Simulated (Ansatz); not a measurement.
# SiB6: the cost of one run

Method: DFT PBE, scalar-relativistic, plane waves, PAW, in Ansatz 0.2.0.

**1. Starting point**

Symmetry: R3m, No. 160, trigonal system. The conventional cell has a = 5.218 Å, b = 5.218 Å, c = 8.518 Å, α = 90.00°, β = 90.00°, γ = 120.00°. Si (site symmetry 3m) is surrounded by 2 B at 1.34 to 1.44 Å. B (site symmetry 3m) is surrounded by 1 Si at 1.44 Å. B (site symmetry m) has 4 B at 1.75 to 2.02 Å as nearest neighbours. Around B (site symmetry 3m) lie 1 Si at 1.34 Å. B (site symmetry 3m) is surrounded by 4 B at 1.95 to 2.22 Å.

Structure file:

```
CELL_PARAMETERS angstrom
2.60919 1.50642 2.83942
-2.60919 1.50642 2.83942
0.00000 -3.01284 2.83942
ATOMIC_POSITIONS crystal
Si 0.68698 0.68698 0.68698
B 0.85547 0.85547 0.85547
B 0.13704 0.74983 0.13704
B 0.13704 0.13704 0.74983
B 0.74983 0.13704 0.13704
B 0.53009 0.53009 0.53009
B 0.26892 0.26892 0.26892
```

A structure generator made this guess: random cell by space group and Wyckoff sites (R3m, No. 160). Lengths come from tabulated atomic sizes and are only a guess.

**2. A first look at the guess**

input.yaml reads:

```yaml
crystal:
  lattice:
    - [2.60919446, 1.50641913, 2.83942482]
    - [-2.60919446, 1.50641913, 2.83942482]
    - [0.0, -3.01283825, 2.83942482]
  atoms:
    - { symbol: Si, position: [0.68698028, 0.68698028, 0.68698028] }
    - { symbol: B, position: [0.85547083, 0.85547083, 0.85547083] }
    - { symbol: B, position: [0.13703792, 0.7498258, 0.13703792] }
    - { symbol: B, position: [0.13703792, 0.13703792, 0.7498258] }
    - { symbol: B, position: [0.7498258, 0.13703792, 0.13703792] }
    - { symbol: B, position: [0.53009246, 0.53009246, 0.53009246] }
    - { symbol: B, position: [0.26891772, 0.26891772, 0.26891772] }
basis:
  ecutwfc: 420
kpoints:
  mp_grid: { grid: [6, 6, 6] }
hamiltonian:
  xc: pbe
scf:
  occupations: { method: gaussian, width: 0.1 }
  lower_state_search: "off"
output:
  forces: true
  stress: true
  eigenvalues: true
```

Run with:

```console
$ ansatz run input.yaml --threads 1 --pin off --max-ram 2560MiB --backend cpu --events-out ev --progress --plain --runs-dir out
```

Q: Estimate wall time and peak memory on 1 thread of Arm Neoverse V1, shared host.

About 4.7 s, with a peak of 0.32 GiB.
